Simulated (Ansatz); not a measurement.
# Ir4W: further runs on a relaxed guess

Aim: for this structure of Ir4W, compute bands, density of states and charges.

Computed with Ansatz 0.2.0 (DFT PBE, scalar-relativistic, plane waves, PAW, unless a step's input says otherwise).

2 further runs of the same task are left out: 1 that didn't finish, 1 set aside as unsound or not needed.

### Step 1. Starting point

It takes space group R-3m (No. 166, trigonal). The conventional cell has a = 2.751 Å, b = 2.751 Å, c = 33.878 Å, α = 90.00°, β = 90.00°, γ = 120.00°. Ir (site symmetry 3m) has 3 W at 2.75 Å and 9 Ir at 2.75 to 2.79 Å as nearest neighbours. Around Ir (site symmetry 3m) lie 12 Ir at 2.72 to 2.79 Å. W (site symmetry -3m) is surrounded by 6 Ir at 2.75 Å and 6 W at 2.75 Å.

As a file:

```
CELL_PARAMETERS angstrom
1.37564 0.79422 11.29263
-1.37564 0.79422 11.29263
0.00000 -1.58845 11.29263
ATOMIC_POSITIONS crystal
Ir 0.60045 0.60045 0.60045
Ir 0.19923 0.19923 0.19923
Ir 0.80077 0.80077 0.80077
Ir 0.39955 0.39955 0.39955
W 0.00000 0.00000 0.00000
```

It is the end of an earlier relaxation with the same method, from a generated guess; it is a trial structure. At a tolerance of 0.05 Å it has space group R-3m (No. 166); it has 14.81 Å³/atom, an uncorrected energy of -0.05 eV/atom over the elements.

### Step 2. Static run: bands, density of states and charges

The input, input.yaml:

```yaml
crystal:
  lattice:
    - [1.3756379839, 0.7942249586, 11.2926265741]
    - [-1.3756379839, 0.7942249586, 11.2926265741]
    - [0.0, -1.5884499223, 11.2926265738]
  atoms:
    - { symbol: Ir, position: [0.6004456188, 0.6004456188, 0.6004456188] }
    - { symbol: Ir, position: [0.1992324596, 0.1992324596, 0.1992324596] }
    - { symbol: Ir, position: [0.8007675404, 0.8007675404, 0.8007675404] }
    - { symbol: Ir, position: [0.3995543812, 0.3995543812, 0.3995543812] }
    - { symbol: W, position: [0.0, 0.0, 0.0] }
basis:
  ecutwfc: 420
kpoints:
  mp_grid: { grid: [18, 18, 18] }
  band_path:
    path:
      - [[0.0, 0.0, 0.0], [0.5, 0.5, 0.5], [0.83003567, 0.16996433, 0.5]]
      - [[0.5, -0.16996433, 0.16996433], [0.5, 0.0, 0.0], [0.0, 0.0, 0.0], [0.33498216, -0.33498216, 0.0]]
      - [[0.66501784, 0.0, 0.33498216], [0.5, 0.0, 0.5], [0.0, 0.0, 0.0]]
    npoints: 14
hamiltonian:
  xc: pbe
scf:
  occupations: { method: gaussian, width: 0.1 }
  n_extra_bands: 12
output:
  forces: true
  stress: true
  eigenvalues: true
  populations: true
  dos: { projected: true, de: 0.02, nscf_kmesh: { grid: [22, 22, 22] } }
  bader: true
  write_density: true
  write_potential: true
  elf: true
  volumetric_format: npy
```

Run with:

```console
> ansatz run input.yaml --threads 4 --pin off --max-ram 8192MiB --backend cpu --events-out ev --progress --plain --runs-dir out
```

What does the calculation give? Wanted: gap; states at the Fermi level; Bader charges.

The runs gave:

| quantity | value |
| --- | --- |
| gap | none (metal) |
| states at the Fermi level | 5.10 per eV per cell |
| Bader charges | Ir -0.32 to -0.01, W +0.68 e |

There is no gap at this level. Of the projected weight within 0.25 eV of the Fermi level, the largest part is Ir 5d (81 %). Charge transfer between the atoms is moderate (Bader charges up to 0.7 e). Spin-orbit coupling is left out, which matters for the bands of Ir, W.
